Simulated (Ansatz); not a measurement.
**H5InN2S: a spread of methods and bases**

How do the results and run time of H5InN2S respond when the settings are drawn wide?

Program: Ansatz 0.2.0, Gaussian basis. Level of theory: the settings change from run to run. These are calculated values, not measurements.

1 further run of the same task is left out (for a known fault of the program).

## (1) The relaxed structure

An earlier PBE0-D4 in a triple-zeta def2 set relaxation fixed the geometry. In takes a core potential in def2 sets; no spin-orbit term is included.

SMILES `[NH2][In]([NH2])[SH]`, 9 atoms, charge 0, spin multiplicity 1.

Atoms are counted from 1 here; the program's logs count them from 0.

Bond lengths: N1–In2 2.022 Å, N1–H5 1.011 Å, N1–H6 1.010 Å, In2–N3 2.019 Å, In2–S4 2.384 Å, N3–H7 1.010 Å, N3–H8 1.010 Å, S4–H9 1.343 Å. Angles: In2–N1–H5 116.0°, In2–N1–H6 116.2°, H5–N1–H6 108.5°, N1–In2–N3 120.8°, N1–In2–S4 120.5°, N3–In2–S4 118.7°, In2–N3–H7 116.3°, In2–N3–H8 116.4°, H7–N3–H8 108.7°, In2–S4–H9 93.5°.

Geometry (Å):

```csv
atom,x (Å),y (Å),z (Å)
N1,-0.7949,1.3353,0.9006
In2,0.2124,-0.0879,-0.1223
N3,-0.6256,-1.8878,-0.4871
S4,2.4193,0.3291,-0.9222
H5,-1.8031,1.2755,0.8661
H6,-0.5235,2.2912,0.7194
H7,0.0126,-2.6518,-0.6570
H8,-1.3326,-2.1949,0.1658
H9,2.4355,1.5913,-0.4632
```

## (2) HSE06/def2-mTZVP

Options: D3(BJ) with three-body dispersion.

Input file in.yaml:

```yaml
crystal:
  periodic: [false, false, false]
  atoms:
    - {symbol: N, position_ang: [-0.794906, 1.335341, 0.900584]}
    - {symbol: In, position_ang: [0.212373, -0.087915, -0.122266]}
    - {symbol: N, position_ang: [-0.625642, -1.887787, -0.487067]}
    - {symbol: S, position_ang: [2.419274, 0.329086, -0.922235]}
    - {symbol: H, position_ang: [-1.803073, 1.275469, 0.866076]}
    - {symbol: H, position_ang: [-0.523540, 2.291210, 0.719392]}
    - {symbol: H, position_ang: [0.012584, -2.651753, -0.657022]}
    - {symbol: H, position_ang: [-1.332635, -2.194947, 0.165757]}
    - {symbol: H, position_ang: [2.435546, 1.591296, -0.463238]}
basis:
  gaussian: {orbitals: def2-mTZVP}
hamiltonian: {xc: {name: HSE06}, dispersion: d3bjatm}
output: {forces: true}
```

Launch:

```console
> ansatz run in.yaml --threads 4 --pin off --events-out ev --progress --plain --max-ram 10444MiB
```

The program printed:

```text
Functional definition: HSE06
  name "HSE06"
  cite "Heyd, Scuseria & Ernzerhof, J. Chem. Phys. 118, 8207 (2003) doi:10.1063/1.1564060"
  cite "Krukau, Vydrov, Izmaylov & Scuseria, J. Chem. Phys. 125, 224106 (2006) doi:10.1063/1.2404663"
  cite "Heyd & Scuseria, J. Chem. Phys. 120, 7274 (2004) doi:10.1063/1.1668634"
  cite "Ernzerhof & Perdew, J. Chem. Phys. 109, 3313 (1998) doi:10.1063/1.476928"
  cite "Perdew, Burke & Ernzerhof, Phys. Rev. Lett. 77, 3865 (1996) doi:10.1103/PhysRevLett.77.3865"
  parent pbe
  parameter a = 0.25
  parameter omega = 0.11/bohr
  # The whole range is PBE's own exchange, as in plane waves. The composition of these papers is wPBEh.
  exchange = pbe_x - a*pbe_x_sr(omega) + a*exact_x_sr(omega)
  correlation = pbe_c
1118 factors; integrals over basis functions are off by at most 1.1e-3 eV
114 factors; integrals over basis functions are off by at most 3.3e-7 eV
mean field evaluation 1: about -19049.0233 eV, gradient 9.1e1 eV
mean field evaluation 2: about -18997.7010 eV, gradient 1.5e2 eV
mean field evaluation 4: about -19064.6585 eV, gradient 1.3e1 eV
mean field evaluation 8: about -19065.2685 eV, gradient 1.1e0 eV
mean field evaluation 16: about -19065.2719 eV, gradient 6.4e-5 eV
mean field -19065.27186517 eV, -700.6358181397 hartree, gradient 6.9e-5 eV, S^2 0.000000; 0 other end points of the search recorded, 0 dependent functions left out
the calculation of the forces begins
reference -19065.27191874 eV, -700.6358201084 hartree; 28, 28 occupied and 83, 83 virtual orbitals, 1118 factors
Total energy: -19065.41110542 eV, -700.6409351243 hartree
Atom 0 at    -0.794906     1.335341     0.900584 Å, force     0.014134     0.035721     0.093400 eV/Å
Atom 1 at     0.212373    -0.087915    -0.122266 Å, force     0.018320    -0.038746    -0.022703 eV/Å
Atom 2 at    -0.625642    -1.887787    -0.487067 Å, force    -0.053574    -0.034045    -0.077986 eV/Å
Atom 3 at     2.419274     0.329086    -0.922235 Å, force     0.115806    -0.202387    -0.125396 eV/Å
Atom 4 at    -1.803073     1.275469     0.866076 Å, force    -0.109916     0.021616     0.005466 eV/Å
Atom 5 at    -0.523540     2.291210     0.719392 Å, force    -0.001416     0.115941     0.000077 eV/Å
Atom 6 at     0.012584    -2.651753    -0.657022 Å, force     0.043091    -0.102653    -0.015526 eV/Å
Atom 7 at    -1.332635    -2.194947     0.165757 Å, force    -0.071932    -0.062840     0.061430 eV/Å
Atom 8 at     2.435546     1.591296    -0.463238 Å, force     0.045489     0.267394     0.081237 eV/Å
Dipole moment:    -0.321262     0.096766     0.170329 e Å
```

Wall time 1.9 s (4 threads, shared host); peak memory 0.26 GiB.

Largest force 0.283 eV/Å, dipole 1.81 D.

## (3) PBE0/def2-SVP

Set apart from the defaults: charge +1, multiplicity 2, restricted open-shell orbitals, high accuracy.

in.yaml, as its differences from that of step 2:

```diff
@@ -13,4 +13,6 @@
 basis:
-  gaussian: {orbitals: def2-mTZVP}
-hamiltonian: {xc: {name: HSE06}, dispersion: d3bjatm}
-output: {forces: true}
+  gaussian: {orbitals: def2-SVP}
+total_charge: 1
+magnetization: {spin_polarized: false, initial_magnetization: 1}
+hamiltonian: {xc: {name: PBE0}}
+accuracy: high
```

Same command.

The program printed:

```text
Functional definition: PBE0
  name "PBE0"
  cite "Adamo & Barone, J. Chem. Phys. 110, 6158 (1999) doi:10.1063/1.478522"
  cite "Perdew, Burke & Ernzerhof, Phys. Rev. Lett. 77, 3865 (1996) doi:10.1103/PhysRevLett.77.3865"
  parent pbe
  parameter a = 0.25
  parameter kappa = 0.804
  parameter beta = 0.06672455060314922
  exchange = (1 - a)*pbe_x(kappa = kappa, mu = beta*pi^2/3) + a*exact_x
  correlation = pbe_c(beta = beta)
2304 factors; integrals over basis functions are off by at most 1.8e-8 eV
mean field evaluation 1: about -19027.0502 eV, gradient 1.0e2 eV
mean field evaluation 2: about -19027.2450 eV, gradient 1.0e2 eV
mean field evaluation 4: about -19043.5016 eV, gradient 3.6e1 eV
mean field evaluation 8: about -19048.8650 eV, gradient 1.4e1 eV
mean field evaluation 16: about -19049.7433 eV, gradient 3.3e-1 eV
mean field evaluation 32: about -19048.1096 eV, gradient 2.1e1 eV
mean field evaluation 64: about -19048.8324 eV, gradient 9.1e0 eV
mean field evaluation 96: about -19003.2310 eV, gradient 7.7e1 eV
mean field -19049.75026108 eV, -700.0654097102 hartree, gradient 1.3e-8 eV, S^2 0.750000; 5 other end points of the search recorded, 0 dependent functions left out
reference -19049.75026436 eV, -700.0654098308 hartree; 28, 27 occupied and 69, 70 virtual orbitals, 2304 factors
Total energy: -19049.75026436 eV, -700.0654098308 hartree
```

Run time: 15 s. Hardware: 4 threads, shared host; peak memory 0.59 GiB.

## (4) wB97/def2-TZVPD

in.yaml, as its differences from that of step 3:

```diff
@@ -13,6 +13,3 @@
 basis:
-  gaussian: {orbitals: def2-SVP}
-total_charge: 1
-magnetization: {spin_polarized: false, initial_magnetization: 1}
-hamiltonian: {xc: {name: PBE0}}
-accuracy: high
+  gaussian: {orbitals: def2-TZVPD}
+hamiltonian: {xc: {name: wB97}}
```

Launched as before.

The program printed:

```text
Functional definition: wB97
  name "wB97"
  cite "Chai & Head-Gordon, J. Chem. Phys. 128, 084106 (2008) doi:10.1063/1.2834918"
  cite "Becke, J. Chem. Phys. 107, 8554 (1997) doi:10.1063/1.475007"
  parameter omega = 0.4/bohr
  parameter cx1 = 1.13116
  parameter cx2 = -2.74915
  parameter cx3 = 12.0900
  parameter cx4 = -5.71642
  parameter css1 = -2.55352
  parameter css2 = 11.8926
  parameter css3 = -26.9452
  parameter css4 = 17.0927
  parameter cos1 = 3.99051
  parameter cos2 = -17.0066
  parameter cos3 = 1.07292
  parameter cos4 = 8.88211
  # The coefficients of nought are those of the uniform gas.
  exchange = spin_sum(e_x_unif_sr(omega)*poly(b97_u_x, 1, cx1, cx2, cx3, cx4)) + exact_x_lr(omega)
  correlation = spin_sum(e_c_pw_same_spin*poly(b97_u_same, 1, css1, css2, css3, css4))
      + integral(e_c_pw_opposite_spin*poly(b97_u_opposite, 1, cos1, cos2, cos3, cos4))
1337 factors; their error is unknown
607 factors; integrals over basis functions are off by at most 4.0e-5 eV
mean field evaluation 1: about -19064.7815 eV, gradient 7.0e1 eV
mean field evaluation 2: about -19063.8740 eV, gradient 7.2e1 eV
mean field evaluation 4: about -19074.1685 eV, gradient 1.7e0 eV
mean field evaluation 8: about -19074.1689 eV, gradient 1.0e-1 eV
mean field evaluation 16: about -19074.1473 eV, gradient 4.4e-4 eV
mean field -19074.14732814 eV, -700.9619853879 hartree, gradient 3.8e-5 eV, S^2 0.000000; 0 other end points of the search recorded, 0 dependent functions left out
reference -19074.14730883 eV, -700.9619846782 hartree; 28, 28 occupied and 193, 193 virtual orbitals, 1337 factors
Total energy: -19074.14730883 eV, -700.9619846782 hartree
```

Run time: 4.6 s. Hardware: 4 threads, shared host; peak memory 0.55 GiB.

## (5) wPBEh/ANO-RCC-VTZP

This run has charge -1, multiplicity 2, atoms shaken by 0.15 Å.

Input file in.yaml:

```yaml
crystal:
  periodic: [false, false, false]
  atoms:
    - {symbol: N, position_ang: [-1.031710, 1.411606, 0.810365]}
    - {symbol: In, position_ang: [0.095909, -0.060131, 0.070020]}
    - {symbol: N, position_ang: [-1.039276, -1.978956, -0.658962]}
    - {symbol: S, position_ang: [2.271273, 0.324548, -0.976998]}
    - {symbol: H, position_ang: [-2.125873, 1.136779, 0.942941]}
    - {symbol: H, position_ang: [-0.537929, 2.365139, 0.950834]}
    - {symbol: H, position_ang: [-0.028543, -2.720164, -0.731790]}
    - {symbol: H, position_ang: [-1.310191, -2.478333, 0.350065]}
    - {symbol: H, position_ang: [2.393198, 1.563238, -0.652750]}
basis:
  gaussian: {orbitals: ANO-RCC-VTZP}
total_charge: -1
magnetization: {spin_polarized: true, initial_magnetization: 1}
hamiltonian: {xc: {name: wPBEh}}
```

Same command.

The program printed:

```text
Functional definition: wPBEh
  name "wPBEh"
  cite "Heyd, Scuseria & Ernzerhof, J. Chem. Phys. 118, 8207 (2003) doi:10.1063/1.1564060"
  cite "Krukau, Vydrov, Izmaylov & Scuseria, J. Chem. Phys. 125, 224106 (2006) doi:10.1063/1.2404663"
  cite "Heyd & Scuseria, J. Chem. Phys. 120, 7274 (2004) doi:10.1063/1.1668634"
  cite "Ernzerhof & Perdew, J. Chem. Phys. 109, 3313 (1998) doi:10.1063/1.476928"
  cite "Perdew, Burke & Ernzerhof, Phys. Rev. Lett. 77, 3865 (1996) doi:10.1103/PhysRevLett.77.3865"
  parent pbe
  parameter a = 0.25
  parameter omega = 0.11/bohr
  exchange = wpbe_x - a*pbe_x_sr(omega) + a*exact_x_sr(omega)
  correlation = pbe_c
1890 factors; their error is unknown
118 factors; integrals over basis functions are off by at most 2.4e-6 eV
mean field evaluation 1: about -173933.2583 eV, gradient 4.1e1 eV
mean field evaluation 2: about -173893.3498 eV, gradient 9.3e1 eV
mean field evaluation 4: about -173940.1725 eV, gradient 8.1e0 eV
mean field evaluation 8: about -173940.4789 eV, gradient 2.7e-1 eV
mean field evaluation 16: about -173940.6713 eV, gradient 1.6e-3 eV
mean field -173940.67126030 eV, -6392.2017675943 hartree, gradient 6.2e-5 eV, S^2 0.755138; 1 other end points of the search recorded, 0 dependent functions left out
reference -173940.67132643 eV, -6392.2017700247 hartree; 43, 42 occupied and 189, 190 virtual orbitals, 1890 factors
Total energy: -173940.67132643 eV, -6392.2017700247 hartree
Relativity: scalar
```

Run time: 16 s. Hardware: 4 threads, shared host; peak memory 1.6 GiB.

⟨S²⟩ 0.755.

## (6) revPBE0/def2-mTZVP

Set apart from the defaults: multiplicity 3, restricted open-shell orbitals, D3(BJ) dispersion.

Input file in.yaml:

```yaml
crystal:
  periodic: [false, false, false]
  atoms:
    - {symbol: N, position_ang: [-0.794906, 1.335341, 0.900584]}
    - {symbol: In, position_ang: [0.212373, -0.087915, -0.122266]}
    - {symbol: N, position_ang: [-0.625642, -1.887787, -0.487067]}
    - {symbol: S, position_ang: [2.419274, 0.329086, -0.922235]}
    - {symbol: H, position_ang: [-1.803073, 1.275469, 0.866076]}
    - {symbol: H, position_ang: [-0.523540, 2.291210, 0.719392]}
    - {symbol: H, position_ang: [0.012584, -2.651753, -0.657022]}
    - {symbol: H, position_ang: [-1.332635, -2.194947, 0.165757]}
    - {symbol: H, position_ang: [2.435546, 1.591296, -0.463238]}
basis:
  gaussian: {orbitals: def2-mTZVP}
magnetization: {spin_polarized: false, initial_magnetization: 2}
hamiltonian: {xc: {name: revPBE0}, dispersion: d3bj}
```

The command is unchanged.

The program printed:

```text
Functional definition: revPBE0
  name "revPBE0"
  cite "Zhang & Yang, Phys. Rev. Lett. 80, 890 (1998) doi:10.1103/PhysRevLett.80.890"
  cite "Adamo & Barone, J. Chem. Phys. 110, 6158 (1999) doi:10.1063/1.478522"
  cite "Perdew, Burke & Ernzerhof, Phys. Rev. Lett. 77, 3865 (1996) doi:10.1103/PhysRevLett.77.3865"
  parameter a = 0.25
  parameter kappa = 1.245
  parameter beta = 0.06672455060314922
  exchange = (1 - a)*pbe_x(kappa = kappa, mu = beta*pi^2/3) + a*exact_x
  correlation = pbe_c(beta = beta)
1118 factors; integrals over basis functions are off by at most 1.1e-3 eV
mean field evaluation 1: about -19047.8615 eV, gradient 9.1e1 eV
mean field evaluation 2: about -19047.8545 eV, gradient 9.1e1 eV
mean field evaluation 4: about -19056.7609 eV, gradient 4.1e1 eV
mean field evaluation 8: about -19064.7478 eV, gradient 2.0e1 eV
mean field evaluation 16: about -19066.1184 eV, gradient 4.9e0 eV
mean field evaluation 32: about -19066.2748 eV, gradient 6.4e-4 eV
mean field evaluation 64: about -19066.2373 eV, gradient 1.1e-1 eV
mean field evaluation 96: about -19065.5792 eV, gradient 9.4e0 eV
mean field -19066.27482816 eV, -700.6726763495 hartree, gradient 3.3e-6 eV, S^2 2.000000; 8 other end points of the search recorded, 0 dependent functions left out
reference -19066.27489111 eV, -700.6726786630 hartree; 29, 27 occupied and 82, 84 virtual orbitals, 1118 factors
Total energy: -19066.63964842 eV, -700.6860832469 hartree
```

It took 8.5 s on 4 threads, shared host; peak memory 0.41 GiB.

## (7) BHLYP/def2-TZVPP

Options: atoms shaken by 0.03 Å, D4 dispersion, high accuracy.

Input file in.yaml:

```yaml
crystal:
  periodic: [false, false, false]
  atoms:
    - {symbol: N, position_ang: [-0.807023, 1.274466, 0.936162]}
    - {symbol: In, position_ang: [0.178770, -0.106844, -0.147113]}
    - {symbol: N, position_ang: [-0.609448, -1.846620, -0.484332]}
    - {symbol: S, position_ang: [2.405384, 0.297001, -0.864406]}
    - {symbol: H, position_ang: [-1.824367, 1.266306, 0.840648]}
    - {symbol: H, position_ang: [-0.504145, 2.337958, 0.661586]}
    - {symbol: H, position_ang: [0.045730, -2.630785, -0.652727]}
    - {symbol: H, position_ang: [-1.387460, -2.213728, 0.201033]}
    - {symbol: H, position_ang: [2.406754, 1.594466, -0.488830]}
basis:
  gaussian: {orbitals: def2-TZVPP}
hamiltonian: {xc: {name: BHLYP}, dispersion: d4}
accuracy: high
```

The command is unchanged.

The program printed:

```text
Functional definition: BHLYP
  name "BHLYP"
  cite "Becke, J. Chem. Phys. 98, 1372 (1993) doi:10.1063/1.464304"
  cite "Becke, Phys. Rev. A 38, 3098 (1988) doi:10.1103/PhysRevA.38.3098"
  cite "Lee, Yang & Parr, Phys. Rev. B 37, 785 (1988) doi:10.1103/PhysRevB.37.785"
  parameter a = 0.5
  exchange = (1 - a)*b88_x + a*exact_x
  correlation = lyp_c
4116 factors; integrals over basis functions are off by at most 4.0e-8 eV
mean field evaluation 1: about -19058.6073 eV, gradient 7.4e1 eV
mean field evaluation 2: about -19050.2176 eV, gradient 9.2e1 eV
mean field evaluation 4: about -19069.1238 eV, gradient 3.2e0 eV
mean field evaluation 8: about -19069.1902 eV, gradient 3.5e-1 eV
mean field evaluation 16: about -19069.1905 eV, gradient 1.5e-4 eV
mean field -19069.19048791 eV, -700.7798248693 hartree, gradient 3.5e-8 eV, S^2 0.000000; 0 other end points of the search recorded, 0 dependent functions left out
reference -19069.19051954 eV, -700.7798260317 hartree; 28, 28 occupied and 196, 196 virtual orbitals, 4116 factors
Total energy: -19069.44882177 eV, -700.7893184634 hartree
```

Wall time 11 s (4 threads, shared host); peak memory 1.4 GiB.

## (8) HF/x2c-TZVPPall

This run has high accuracy, the search for lower states set to full.

Input file in.yaml:

```yaml
crystal:
  periodic: [false, false, false]
  atoms:
    - {symbol: N, position_ang: [-0.794906, 1.335341, 0.900584]}
    - {symbol: In, position_ang: [0.212373, -0.087915, -0.122266]}
    - {symbol: N, position_ang: [-0.625642, -1.887787, -0.487067]}
    - {symbol: S, position_ang: [2.419274, 0.329086, -0.922235]}
    - {symbol: H, position_ang: [-1.803073, 1.275469, 0.866076]}
    - {symbol: H, position_ang: [-0.523540, 2.291210, 0.719392]}
    - {symbol: H, position_ang: [0.012584, -2.651753, -0.657022]}
    - {symbol: H, position_ang: [-1.332635, -2.194947, 0.165757]}
    - {symbol: H, position_ang: [2.435546, 1.591296, -0.463238]}
basis:
  gaussian: {orbitals: x2c-TZVPPall}
hamiltonian: {xc: {name: HF}}
accuracy: high
scf: {lower_state_search: full}
output: {forces: true}
```

The command is unchanged.

The program printed:

```text
Functional definition: HF
  name "HF"
  cite "Fock, Z. Phys. 61, 126 (1930) doi:10.1007/BF01340294"
  parent pbe
  exchange = exact_x
  correlation = 0
4189 factors; integrals over basis functions are off by at most 4.5e-8 eV
mean field evaluation 1: about -173846.9540 eV, gradient 5.0e1 eV
mean field evaluation 2: about -173847.0952 eV, gradient 5.0e1 eV
mean field evaluation 4: about -173852.3056 eV, gradient 3.4e0 eV
mean field evaluation 8: about -173852.3631 eV, gradient 2.8e-1 eV
mean field evaluation 16: about -173852.3637 eV, gradient 7.5e-7 eV
mean field -173852.36365421 eV, -6388.9565229278 hartree, gradient 3.0e-8 eV, S^2 0.000000; 0 other end points of the search recorded, 0 dependent functions left out
the calculation of the forces begins
reference -173852.36365421 eV, -6388.9565229278 hartree; 42, 42 occupied and 192, 192 virtual orbitals, 4189 factors
Total energy: -173852.36365421 eV, -6388.9565229278 hartree
Relativity: scalar
Atom 0 at    -0.794906     1.335341     0.900584 Å, force    -0.474732     0.565555    -0.267058 eV/Å
Atom 1 at     0.212373    -0.087915    -0.122266 Å, force    -0.115929    -0.067105     0.025604 eV/Å
Atom 2 at    -0.625642    -1.887787    -0.487067 Å, force     0.002988    -0.681432     0.412406 eV/Å
Atom 3 at     2.419274     0.329086    -0.922235 Å, force     0.197369     0.479641     0.088682 eV/Å
Atom 4 at    -1.803073     1.275469     0.866076 Å, force     0.630161     0.133658     0.099487 eV/Å
Atom 5 at    -0.523540     2.291210     0.719392 Å, force    -0.256904    -0.564187     0.201704 eV/Å
Atom 6 at     0.012584    -2.651753    -0.657022 Å, force    -0.501100     0.404802     0.089643 eV/Å
Atom 7 at    -1.332635    -2.194947     0.165757 Å, force     0.425675     0.087627    -0.481643 eV/Å
Atom 8 at     2.435546     1.591296    -0.463238 Å, force     0.092472    -0.358559    -0.168825 eV/Å
Dipole moment:    -0.289791     0.079893     0.151325 e Å
```

Run time: 16 s. Hardware: 4 threads, shared host; peak memory 1.6 GiB.

Largest force 0.797 eV/Å, dipole 1.62 D.

## (9) r2SCAN/def2-SVPD

in.yaml, as its differences from that of step 8:

```diff
@@ -13,6 +13,4 @@
 basis:
-  gaussian: {orbitals: x2c-TZVPPall}
-hamiltonian: {xc: {name: HF}}
-accuracy: high
-scf: {lower_state_search: full}
+  gaussian: {orbitals: def2-SVPD}
+hamiltonian: {xc: {name: r2SCAN}}
 output: {forces: true}
```

Same command.

The program printed:

```text
Functional definition: r2SCAN
  name "r2SCAN"
  cite "Furness, Kaplan, Ning, Perdew & Sun, J. Phys. Chem. Lett. 11, 8208 (2020) doi:10.1021/acs.jpclett.0c02405"
  cite "Furness, Kaplan, Ning, Perdew & Sun, J. Phys. Chem. Lett. 11, 9248 (2020) doi:10.1021/acs.jpclett.0c03077"
  parent r2scan
  parameter k0 = 0.174
  parameter k1 = 0.065
  parameter a1 = 4.9479
  exchange = r2scan_x(k0 = k0, k1 = k1, a1 = a1)
  correlation = r2scan_c
1293 factors; their error is unknown
mean field evaluation 1: about -19050.6820 eV, gradient 8.5e1 eV
mean field evaluation 2: about -18982.1843 eV, gradient 1.6e2 eV
mean field evaluation 4: about -19065.2614 eV, gradient 1.7e1 eV
mean field evaluation 8: about -19066.1512 eV, gradient 1.3e-1 eV
mean field evaluation 16: about -19066.1169 eV, gradient 1.1e-3 eV
mean field -19066.11692660 eV, -700.6668735744 hartree, gradient 2.5e-5 eV, S^2 0.000000; 0 other end points of the search recorded, 0 dependent functions left out
the calculation of the forces begins
reference -19066.11694797 eV, -700.6668743596 hartree; 28, 28 occupied and 111, 111 virtual orbitals, 1293 factors
Total energy: -19066.11694797 eV, -700.6668743596 hartree
Atom 0 at    -0.794906     1.335341     0.900584 Å, force     0.008405     0.042341     0.176350 eV/Å
Atom 1 at     0.212373    -0.087915    -0.122266 Å, force     0.039626     0.011785    -0.015276 eV/Å
Atom 2 at    -0.625642    -1.887787    -0.487067 Å, force    -0.081215    -0.055006    -0.139718 eV/Å
Atom 3 at     2.419274     0.329086    -0.922235 Å, force     0.352259    -0.184711    -0.218994 eV/Å
Atom 4 at    -1.803073     1.275469     0.866076 Å, force    -0.292149     0.011963     0.033220 eV/Å
Atom 5 at    -0.523540     2.291210     0.719392 Å, force     0.051696     0.292986    -0.000147 eV/Å
Atom 6 at     0.012584    -2.651753    -0.657022 Å, force     0.139141    -0.252179    -0.076216 eV/Å
Atom 7 at    -1.332635    -2.194947     0.165757 Å, force    -0.223212    -0.119605     0.151053 eV/Å
Atom 8 at     2.435546     1.591296    -0.463238 Å, force     0.005450     0.252426     0.089728 eV/Å
Dipole moment:    -0.301587     0.069495     0.153587 e Å
```

Run time: 2.4 s. Hardware: 4 threads, shared host.

Largest force 0.454 eV/Å, dipole 1.66 D.

## (10) All runs side by side

```csv
level,charge,multiplicity,geometry,functions,energy (eV),time
HSE06/def2-mTZVP,0,1,relaxed,111,-19065.411,1.9 s
PBE0/def2-SVP,1,2,relaxed,97,-19049.750,15 s
wB97/def2-TZVPD,0,1,relaxed,221,-19074.147,4.6 s
wPBEh/ANO-RCC-VTZP,-1,2,shaken,232,-173940.671,16 s
revPBE0/def2-mTZVP,0,3,relaxed,111,-19066.640,8.5 s
BHLYP/def2-TZVPP,0,1,shaken,224,-19069.449,11 s
HF/x2c-TZVPPall,0,1,relaxed,234,-173852.364,16 s
r2SCAN/def2-SVPD,0,1,relaxed,139,-19066.117,2.4 s
```

## (11) Outcome

| quantity | value |
| --- | --- |
| runs | 8 |
| quickest | HSE06/def2-mTZVP, 1.9 s |
| slowest | wPBEh/ANO-RCC-VTZP, 16 s |
| spread of total energies, same state and geometry | 154787.0 eV |
| dipole, same state and geometry | 1.62 to 1.81 D |

**Reading.** wPBEh/ANO-RCC-VTZP took 8 times as long as HSE06/def2-mTZVP. The jobs differ in tasks and options as well as level. The totals spread over 154787 eV; they can't be compared across methods or bases. Some of these runs are scalar-relativistic and others not, which shifts the totals of all-electron atoms past neon by eV; core potentials, where a basis has them, take the core out of the total altogether. At the PBE0-D4/def2-TZVP geometry and in the same state, runs without warnings or point charges leave forces up to 0.80 eV/Å (HF/x2c-TZVPPall). At that geometry and state the dipole changes by 12 % between the lowest and highest value.
